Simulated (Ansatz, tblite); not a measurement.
# The cluster Cu₃Br₄−: isomers from a random search

One table from this session's results is given with a row withheld; the runs are named, their logs left out.

Program: Ansatz 0.2.0, Gaussian basis. Level of theory: relaxed with PBE-D4/def2-SVPD, singlet. These are calculated values, not measurements.

9 further runs of the same task are left out: 7 that didn't finish, 2 set aside as unsound or not needed. Runs told in other sessions of the task aren't counted.

## Where the work starts

7 atoms, charge -1, spin multiplicity 1.

Atoms are counted from 1 here; the program's logs count them from 0.

Bond lengths: Cu1–Br5 2.624 Å, Cu1–Br6 2.433 Å, Cu1–Br7 2.431 Å, Cu2–Br4 2.436 Å, Cu2–Br5 2.615 Å, Cu2–Br7 2.436 Å, Cu3–Br4 2.431 Å, Cu3–Br5 2.620 Å, Cu3–Br6 2.431 Å. Angles: Br5–Cu1–Br6 103.2°, Br5–Cu1–Br7 103.8°, Br6–Cu1–Br7 139.7°, Br4–Cu2–Br5 104.2°, Br4–Cu2–Br7 138.8°, Br5–Cu2–Br7 103.9°, Br4–Cu3–Br5 104.2°, Br4–Cu3–Br6 139.4°, Br5–Cu3–Br6 103.4°, Cu2–Br4–Cu3 64.0°, Cu1–Br5–Cu2 59.1°, Cu1–Br5–Cu3 59.3°, Cu2–Br5–Cu3 59.0°, Cu1–Br6–Cu3 64.4°, Cu1–Br7–Cu2 64.2°.

No spin-orbit coupling is included. The ion is computed in the gas phase, without counter-ions or solvent.

A search from random starts with GFN1-xTB found 10 distinct shapes; 3 go on here. The structure above is candidate A, which lies 0.00 eV above the lowest at that level; B lies 0.06 eV above the lowest at that level; C lies 0.60 eV above the lowest at that level.

Set-up of the first run:

in.yaml

```yaml
crystal:
  periodic: [false, false, false]
  atoms:
    - {symbol: Cu, position_ang: [1.008940, 0.036710, 1.106380]}
    - {symbol: Cu, position_ang: [-1.073110, 1.032180, -0.058960]}
    - {symbol: Cu, position_ang: [-0.020550, -1.142170, -0.960980]}
    - {symbol: Br, position_ang: [-1.351110, 0.322820, -2.372390]}
    - {symbol: Br, position_ang: [-1.307220, -1.177010, 1.321420]}
    - {symbol: Br, position_ang: [2.297780, -1.468290, -0.306130]}
    - {symbol: Br, position_ang: [0.445260, 2.395760, 1.270670]}
basis:
  gaussian: {orbitals: def2-SVPD}
total_charge: -1
hamiltonian: {xc: pbe, dispersion: d4}
scf: {lower_state_search: "off"}
output: {orbitals: {seedname: orbitals}}
relax: {f_tol: 0.02, max_steps: 100}
```

Started as:

```bash
> ansatz run in.yaml --threads 4 --pin off --events-out ev --progress --plain --max-ram 4787MiB
```

Among the steps run: Relaxing candidate A; Relaxing candidate B; Relaxing candidate C; Candidate A, PBE0-D4/def2-SVP; Candidate A, PBE-D4/def2-SVP; Candidate A, r2SCAN-D4/def2-SVP; Candidate A, B97M-V/def2-SVP; Candidate A, r2SCANh-D4/def2-SVP; Candidate A, MP2/def2-SVPD; Candidate C, PBE0-D4/def2-SVP; Candidate C, PBE-D4/def2-SVP; Candidate C, r2SCAN-D4/def2-SVP; Candidate C, B97M-V/def2-SVP; Candidate C, r2SCANh-D4/def2-SVP; Candidate C, MP2/def2-SVPD.

One of the session's tables, all rows but one given; the rest of the session is left out.

It belongs to the step «C against B». 

| level | C above B (kcal/mol) |
| --- | --- |
| GFN1-xTB | +13.7 |
| GFN2-xTB | +2.3 |
| HF/def2-SVPD | +1.7 |
| PBE-D4/def2-SVP | +16.2 |
| r2SCAN-D4/def2-SVP | ? |
| B97M-V/def2-SVP | +15.3 |
| r2SCANh-D4/def2-SVP | +16.7 |
| PBE0-D4/def2-SVP | +15.1 |
| MP2/def2-SVPD | +7.4 |

Estimate the missing values for r2SCAN-D4/def2-SVP.

**Answer.** C above B (kcal/mol): +17.4. In the column «C above B (kcal/mol)» it is the highest.

To keep in mind: The search was small, so a lower isomer may exist. Only singlets are compared; another spin may lie lower and prefer another shape. The anion's highest level is positive in at least one run, so there the basis alone may hold the extra electron.
